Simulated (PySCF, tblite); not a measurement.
**C₇H₁₈OSi: infrared bands and NMR shifts**

Wanted: the infrared bands and NMR shifts of C₇H₁₈OSi (`CC(C)O[SiH2]C(C)(C)C`), by calculation.

The runs use tblite 0.8.0 and PySCF 2.14.0, with density-fitted response routines of our own; the level of theory stands in each step. All values are computed, except where a source is named. Atoms count from 0, in the outputs and in this text.

### 1 The molecule as given

27 atoms, charge 0, multiplicity 1; geometry from: GFN2-xTB.

Bonds of the start (Å): C0–C1 1.53, C1–C2 1.52, C1–O3 1.40, O3–Si4 1.61, Si4–C5 1.91, C5–C6 1.53, C5–C7 1.53, C5–C8 1.53, C0–H9 1.09, C0–H10 1.09, C0–H11 1.09, C1–H12 1.10, C2–H13 1.09, C2–H14 1.09, C2–H15 1.09, Si4–H16 1.47, Si4–H17 1.47, C6–H18 1.09, C6–H19 1.09, C6–H20 1.09, C7–H21 1.09, C7–H22 1.09, C7–H23 1.09, C8–H24 1.09, C8–H25 1.09, C8–H26 1.09.

### 2 Harmonic vibrations with GFN2-xTB

Job settings and geometry (Å):

```
{"job": {"kind": "ir", "xc": "GFN2-xTB", "basis": "xTB"}, "charge": 0, "multiplicity": 1}
C      2.707172    -1.509606    -0.970282
C      2.249368    -0.079075    -0.699480
C      3.121820     0.591406     0.355098
O      0.906805    -0.127838    -0.289463
Si    -0.113484     1.071673     0.063989
C     -1.777252     0.183209     0.340334
C     -2.231507    -0.524984    -0.936307
C     -2.826726     1.220306     0.730955
C     -1.660624    -0.849048     1.462237
H      3.724973    -1.513793    -1.350499
H      2.667019    -2.088384    -0.050871
H      2.052666    -1.976293    -1.701634
H      2.302812     0.504804    -1.630168
H      4.166823     0.546923     0.061023
H      2.996807     0.083086     1.307726
H      2.828534     1.630655     0.473891
H      0.281294     1.810519     1.271428
H     -0.199119     2.041096    -1.037649
H     -2.357469     0.187835    -1.748935
H     -3.185208    -1.029232    -0.775971
H     -1.498693    -1.268312    -1.241640
H     -2.536184     1.739478     1.641555
H     -3.792858     0.745220     0.903004
H     -2.947784     1.962383    -0.054932
H     -0.902358    -1.589992     1.220889
H     -1.386393    -0.370383     2.400355
H     -2.610328    -1.365231     1.608345
```

**Question.** This job is followed by: GIAO PBE0/pcSseg-1 NMR shielding, non-relativistic, gas phase. Predict these results of the whole session: strongest single infrared mode (GFN2-xTB); zero-point energy (GFN2-xTB); 13C shifts against TMS (PBE0/pcSseg-1, means over atoms taken as alike); 1H shifts against TMS (PBE0/pcSseg-1, means over atoms taken as alike); 17O shifts against H2O (PBE0/pcSseg-1); 29Si shifts against TMS (PBE0/pcSseg-1).

As calculated:

| quantity | value |
| --- | --- |
| strongest single infrared mode (GFN2-xTB) | 2181 cm⁻¹, 456 km/mol |
| zero-point energy (GFN2-xTB) | 147.1 kcal/mol |
| 13C shifts against TMS (PBE0/pcSseg-1, means over atoms taken as alike) | 69.9, 27.6, 27.2, 20.7 ppm |
| 1H shifts against TMS (PBE0/pcSseg-1, means over atoms taken as alike) | 4.69, 4.12, 1.28, 1.01 ppm |
| 17O shifts against H2O (PBE0/pcSseg-1) | 57.9 ppm |
| 29Si shifts against TMS (PBE0/pcSseg-1) | -18.5 ppm |

In words: No mode is imaginary among the 75: a minimum at this level. The strongest single mode, at 2181 cm⁻¹, moves mainly H17 and H16. GFN2-xTB is a fitted tight-binding method: band positions and strengths are rough. Its intensities can rank the bands wrongly. The most deshielded carbon is C1 (sp3 CH bonded to O), at 69.9 ppm: pulled downfield by the heteroatom. At PBE0/pcSseg-1: The widest tensor belongs to Si4: span 101 ppm, with a paramagnetic part of -517 ppm.
